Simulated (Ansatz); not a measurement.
# Ir: the cost of one run

Program: Ansatz 0.2.0. Level of theory: DFT LDA, scalar-relativistic, plane waves, PAW. These are calculated values, not measurements.

16 further runs of the same task are left out: 16 set aside as unsound or not needed.

## (1) The system as given

The structure is hexagonal, space group P6_3/mmc (No. 194). Conventional cell: a = 2.705 Å, b = 2.705 Å, c = 4.386 Å, α = 90.00°, β = 90.00°, γ = 120.00°. Ir (site symmetry -6m2) is surrounded by 12 Ir at 2.69 to 2.71 Å.

As a file:

```
Ir
1.0
     2.70527    0.00000    0.00000
    -1.35263    2.34283    0.00000
     0.00000    0.00000    4.38624
Ir
2
Direct
  0.66667 0.33333 0.75000
  0.33333 0.66667 0.25000
```

It goes back to an entry of the Materials Project, which need not be the stable form.

This cell was relaxed beforehand with the same method: volume 13.90 Å³/atom, gap on the mesh none (metal).

## (2) The scan

The energy is mapped over the lattice constants a and c of the conventional cell.

- lattice constant a (and b): 7 values from 2.516 to 2.895 Å
- lattice constant c: 7 values from 4.167 to 4.606 Å

Nothing else is relaxed (symmetry fixes all fractional coordinates). Energies count from the relaxed crystal. Points are written as (first, second).

## (3) The run at (2.516 Å, 4.313 Å)

Input file input.yaml:

```yaml
crystal:
  lattice:
    - [2.5159, 0.0, 0.0]
    - [-1.25795, 2.1788333134, 0.0]
    - [0.0, 0.0, 4.3131]
  atoms:
    - { symbol: Ir, position: [0.6666666667, 0.3333333333, 0.75] }
    - { symbol: Ir, position: [0.3333333333, 0.6666666667, 0.25] }
basis:
  ecutwfc: 420
kpoints:
  mp_grid: { grid: [18, 18, 10] }
hamiltonian:
  xc: lda
scf:
  occupations: { method: gaussian, width: 0.15 }
output:
  forces: true
  stress: true
  eigenvalues: true
```

The run is started by

```console
ansatz run input.yaml --threads 1 --pin off --max-ram 2048MiB --backend cpu --events-out ev --progress --plain --runs-dir out
```

**Question.** How long does this run take on 1 thread of AMD EPYC 7R43 (Zen 3), shared host, and how much memory does it need?

About 5 s, with a peak of 0.4 GiB.
